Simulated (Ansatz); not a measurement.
# Tl16Cl15: the cost of one run

Computed with Ansatz 0.2.0 (DFT, PBE, plane-wave PAW, default files, scalar-relativistic, as far as a step names no other, unless a step's input says otherwise).

## (1) Starting point

The structure is cubic, space group Fm-3m (No. 225). Conventional cell: a = 15.350 Å, b = 15.350 Å, c = 15.350 Å, α = 90.00°, β = 90.00°, γ = 90.00°. Tl (site symmetry 3m) has 7 Cl at 3.32 Å as nearest neighbours. Tl (site symmetry 3m) is surrounded by 8 Cl at 3.32 Å. Cl (site symmetry mmm) is surrounded by 8 Tl at 3.32 Å. Cl (site symmetry -43m) has 8 Tl at 3.32 Å as nearest neighbours. Around Cl (site symmetry 4mm) lie 8 Tl at 3.32 Å. Around Cl (site symmetry m-3m) lie 8 Tl at 3.32 Å.

Structure file:

```
CELL_PARAMETERS angstrom
0.00000 7.67493 7.67493
7.67493 0.00000 7.67493
7.67493 7.67493 0.00000
ATOMIC_POSITIONS crystal
Tl 0.00000 0.00000 0.00000
Tl 0.50000 0.00000 0.00000
Tl 0.00000 0.50000 0.00000
Tl 0.00000 0.00000 0.50000
Tl 0.25000 0.25000 0.25000
Tl 0.50000 0.50000 0.00000
Tl 0.50000 0.00000 0.50000
Tl 0.75000 0.25000 0.25000
Tl 0.00000 0.50000 0.50000
Tl 0.25000 0.75000 0.25000
Tl 0.25000 0.25000 0.75000
Tl 0.50000 0.50000 0.50000
Tl 0.75000 0.75000 0.25000
Tl 0.75000 0.25000 0.75000
Tl 0.25000 0.75000 0.75000
Tl 0.75000 0.75000 0.75000
Cl 0.62500 0.12500 0.12500
Cl 0.12500 0.62500 0.12500
Cl 0.12500 0.12500 0.62500
Cl 0.37500 0.37500 0.37500
Cl 0.62500 0.62500 0.12500
Cl 0.62500 0.12500 0.62500
Cl 0.87500 0.37500 0.37500
Cl 0.12500 0.62500 0.62500
Cl 0.37500 0.87500 0.37500
Cl 0.37500 0.37500 0.87500
Cl 0.62500 0.62500 0.62500
Cl 0.87500 0.87500 0.37500
Cl 0.87500 0.37500 0.87500
Cl 0.37500 0.87500 0.87500
Cl 0.87500 0.87500 0.87500
```

The vacant site is at (0.125, 0.125, 0.125) in fractional coordinates of the input's cell.

## (2) First run, atoms as given

The input, input.yaml:

```yaml
crystal:
  lattice:
    - [0.0, 7.67493476, 7.67493476]
    - [7.67493476, 0.0, 7.67493476]
    - [7.67493476, 7.67493476, 0.0]
  atoms:
    - { symbol: Tl, position: [0.0, 0.0, 0.0] }
    - { symbol: Tl, position: [0.5, 0.0, 0.0] }
    - { symbol: Tl, position: [0.0, 0.5, 0.0] }
    - { symbol: Tl, position: [0.0, 0.0, 0.5] }
    - { symbol: Tl, position: [0.25, 0.25, 0.25] }
    - { symbol: Tl, position: [0.5, 0.5, 0.0] }
    - { symbol: Tl, position: [0.5, 0.0, 0.5] }
    - { symbol: Tl, position: [0.75, 0.25, 0.25] }
    - { symbol: Tl, position: [0.0, 0.5, 0.5] }
    - { symbol: Tl, position: [0.25, 0.75, 0.25] }
    - { symbol: Tl, position: [0.25, 0.25, 0.75] }
    - { symbol: Tl, position: [0.5, 0.5, 0.5] }
    - { symbol: Tl, position: [0.75, 0.75, 0.25] }
    - { symbol: Tl, position: [0.75, 0.25, 0.75] }
    - { symbol: Tl, position: [0.25, 0.75, 0.75] }
    - { symbol: Tl, position: [0.75, 0.75, 0.75] }
    - { symbol: Cl, position: [0.625, 0.125, 0.125] }
    - { symbol: Cl, position: [0.125, 0.625, 0.125] }
    - { symbol: Cl, position: [0.125, 0.125, 0.625] }
    - { symbol: Cl, position: [0.375, 0.375, 0.375] }
    - { symbol: Cl, position: [0.625, 0.625, 0.125] }
    - { symbol: Cl, position: [0.625, 0.125, 0.625] }
    - { symbol: Cl, position: [0.875, 0.375, 0.375] }
    - { symbol: Cl, position: [0.125, 0.625, 0.625] }
    - { symbol: Cl, position: [0.375, 0.875, 0.375] }
    - { symbol: Cl, position: [0.375, 0.375, 0.875] }
    - { symbol: Cl, position: [0.625, 0.625, 0.625] }
    - { symbol: Cl, position: [0.875, 0.875, 0.375] }
    - { symbol: Cl, position: [0.875, 0.375, 0.875] }
    - { symbol: Cl, position: [0.375, 0.875, 0.875] }
    - { symbol: Cl, position: [0.875, 0.875, 0.875] }
total_charge: 1
kpoints:
  mp_grid: { grid: [2, 2, 2] }
scf:
  occupations: { method: fermi_dirac, width: 0.01 }
hamiltonian:
  xc: pbe
  pseudopotentials: { kind: paw }
output:
  forces: true
  stress: true
  populations: true
  efg:
    quadrupole_moments_barn: { Cl: -0.08112 }
    contact_densities: true
```

Run with:

```console
$ ansatz run input.yaml --threads 1 --pin off --max-ram 3072MiB --backend cpu --events-out ev --progress --plain --runs-dir out
```

**Question.** How long does this run take on 1 thread of Arm Neoverse V1, shared host, and how much memory does it need?

About 54 s, with a peak of 1.3 GiB.
